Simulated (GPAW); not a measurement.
## GeW in GPAW: convergence with plane-wave cutoff (eV)

Input of the first run (plane-wave cutoff (eV) 200); the others differ in this setting and in those tied to it:

run.py

```python
from ase.dft.bandgap import bandgap
from ase.io import read, write
from ase.units import GPa
from gpaw import GPAW, PW

atoms = read('GeW.xyz')

calc = GPAW(mode=PW(200),
            xc='PBE',
            kpts={'size': (9, 9, 9), 'gamma': True},
            occupations={'name': 'fermi-dirac', 'width': 0.05},
            nbands=19,
            convergence={'density': 1e-05, 'energy': 1e-05},
            maxiter=100,
            txt='gpaw.txt')
atoms.calc = calc
energy = atoms.get_potential_energy()
forces = atoms.get_forces()
stress = atoms.get_stress()
calc.write('gs.gpw')
write('result.traj', atoms)
print(f'Energy: {energy:.6f} eV')
print('Forces (eV/A):')
print(forces.round(4))
print('Stress (GPa):', (stress / GPa).round(3))
print('Fermi level:', round(calc.get_fermi_level(), 4), 'eV')
print(f'Gap: {bandgap(calc)[0]:.4f} eV, direct: {bandgap(calc, direct=True)[0]:.4f} eV')
```

GeW.xyz

```xyz
2
Lattice="0.0000000000 2.5776100000 2.5776100000 2.5776100000 0.0000000000 2.5776100000 2.5776100000 2.5776100000 0.0000000000" Properties=species:S:1:pos:R:3 pbc="T T T"
Ge     2.5776100000      2.5776100000      2.5776100000
W      0.0000000000      0.0000000000      0.0000000000
```

Potentials or basis: GPAW PAW data sets (gpaw-data 1.2.1), pw.

Run with:

```sh
$ OMP_NUM_THREADS=1 python run.py
```

The cell was built by a generator and needn't be a form met in nature.

Hardware: 1 thread of Arm Neoverse V1, on a shared host.

The values tried are 200, 250, 300, 350, 400, 500, 600, 800, 1000, loosest first. From which on does the energy stay within 1 meV/atom of the tightest run that finished?

From 800 on.

```
plane-wave cutoff (eV)  energy less the tightest run, at zero smearing (meV/atom)  pressure (GPa)  SCF cycles  CPU time (s)  peak memory (GiB)
                   200                                                     209.53           -3.30           9           5.8               0.12
                   250                                                      99.74           -1.88           9           6.8               0.12
                   300                                                      48.05           -1.08           9           7.5               0.13
                   350                                                      20.31           -0.39           9           7.8               0.13
                   400                                                       9.19            0.00           9            12               0.14
                   500                                                       2.73            0.29           9            11               0.14
                   600                                                       1.40            0.32           9            18               0.15
                   800                                                       0.32            0.34           9            22               0.17
                  1000                                                       0.00            0.35           9            32                0.2
```

Against the tightest run, the pressure stays within 0.1 GPa from 500 on. The tightest run that finished is the yardstick and may itself not be fully converged.

The run has no spin-orbit coupling, so splittings on W are missing.
